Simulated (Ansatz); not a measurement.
# Zn2Ge2F: the cost of one run

Computed, not measured: Ansatz 0.2.0, DFT, r2SCAN, no spin polarisation, plane waves, PAW.

## 1. The structure

The structure is tetragonal, space group I4/mmm (No. 139). The conventional cell has a = 3.914 Å, b = 3.914 Å, c = 10.088 Å, α = 90.00°, β = 90.00°, γ = 90.00°. Around Ge (site symmetry 4mm) lie 1 Ge at 2.30 Å and 4 Zn at 2.39 Å and 4 F at 3.00 Å. F (site symmetry 4/mmm) is surrounded by 8 Ge at 3.00 Å and 8 Zn at 3.19 Å. Zn (site symmetry -4m2) has 4 Ge at 2.39 Å and 4 Zn at 2.77 Å and 4 F at 3.19 Å as nearest neighbours.

Its coordinates follow in the input file.

The first density is read from a saved solution for the starting cell.

## 2. The relaxation

Contents of input.yaml:

```yaml
crystal:
  lattice:
    - [0.0, 3.914408, 0.0]
    - [3.914408, 0.0, 0.0]
    - [1.957204, 1.957204, -5.044101]
  atoms:
    - { symbol: Ge, position: [0.386, 0.386, 0.228] }
    - { symbol: Ge, position: [0.614, 0.614, 0.772] }
    - { symbol: F, position: [0.0, 0.0, 0.0] }
    - { symbol: Zn, position: [0.75, 0.25, 0.5] }
    - { symbol: Zn, position: [0.25, 0.75, 0.5] }
  symmetry: { tolerance: 0.0003 }
kpoints:
  mp_grid: { grid: [7, 7, 7], shift: [0, 0, 0] }
magnetization:
  spin_polarized: false
scf:
  occupations: { method: fermi_dirac }
  lower_state_search: "off"
hamiltonian:
  pseudopotentials: { kind: paw }
  xc: r2scan
basis:
  ecutwfc: 500
  fft_grid_basis: typed
relax:
  max_steps: 60
  cell: { p_target: 0.0 }
  f_tol: 0.03
output:
  forces: true
  stress: true
  eigenvalues: true
  bader: true
  populations: true
  elf: true
  write_potential: true
  volumetric_format: npy
  dos:
    e_range: [-12, 8]
    de: 0.05
    projected: { site_lists: { F: [F], Ge: [Ge], Zn: [Zn] } }
  write_density: true
checkpoint:
  read: saved_state
```

On the command line:

```
$ ansatz run input.yaml --threads 2 --pin off --max-ram 2560MiB --backend cpu --events-out ev --progress --plain --runs-dir out
```

What time and memory should one allow on 2 threads of Arm Neoverse N1, shared host?

About 5.7 min, with a peak of 0.65 GiB.
